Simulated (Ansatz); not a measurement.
# ZrSi2: the cost of one run

Computed with Ansatz 0.2.0 (reference: DFT PBE, plane waves, PAW, scalar-relativistic, no spin polarisation, unless a step's input says otherwise).

1 further run of the same task is left out (set aside as unsound or not needed).

**1. The starting structure**

The structure is orthorhombic, space group Cmcm (No. 63). Conventional cell: a = 3.761 Å, b = 14.771 Å, c = 3.710 Å, α = 90.00°, β = 90.00°, γ = 90.00°. Zr (site symmetry m2m) has 8 Si at 2.70 to 2.84 Å as nearest neighbours. Si (site symmetry m2m) has 8 Si at 2.42 to 2.64 Å and 4 Zr at 2.82 to 2.84 Å as nearest neighbours. Si (site symmetry m2m) is surrounded by 4 Si at 2.42 to 2.44 Å and 4 Zr at 2.70 Å.

Structure file:

```
Zr Si
1.0
     3.76087    0.00000    0.00000
     1.88044   -7.38526    0.00000
     0.00000    0.00000   -3.71032
Zr Si
2 4
Direct
  0.10600 0.78800 0.75000
  0.89400 0.21200 0.25000
  0.75000 0.50000 0.75000
  0.25000 0.50000 0.25000
  0.35500 0.29000 0.75000
  0.64500 0.71000 0.25000
```

**2. The reference run**

File input.yaml:

```yaml
crystal:
  lattice:
    - [3.760873, 0.0, 0.0]
    - [1.880436, -7.385262, 0.0]
    - [0.0, 0.0, -3.710323]
  atoms:
    - { symbol: Zr, position: [0.106, 0.788, 0.75] }
    - { symbol: Zr, position: [0.894, 0.212, 0.25] }
    - { symbol: Si, position: [0.75, 0.5, 0.75] }
    - { symbol: Si, position: [0.25, 0.5, 0.25] }
    - { symbol: Si, position: [0.355, 0.29, 0.75] }
    - { symbol: Si, position: [0.645, 0.71, 0.25] }
  symmetry: { tolerance: 0.0003 }
kpoints:
  mp_grid: { grid: [5, 5, 5], shift: [0, 0, 0] }
magnetization:
  spin_polarized: false
scf:
  occupations: { method: cold, width: 0.1483 }
hamiltonian:
  pseudopotentials: { kind: paw }
  xc: pbe
basis:
  ecutwfc: 420
output:
  forces: true
  stress: true
  eigenvalues: true
```

Command:

```sh
ansatz run input.yaml --threads 1 --pin off --max-ram 2560MiB --backend cpu --events-out ev --progress --plain --runs-dir out
```

Q: Estimate wall time and peak memory on 1 thread of Intel Xeon 6975P-C (Granite Rapids), shared host.

About 2.5 s, with a peak of 0.4 GiB.
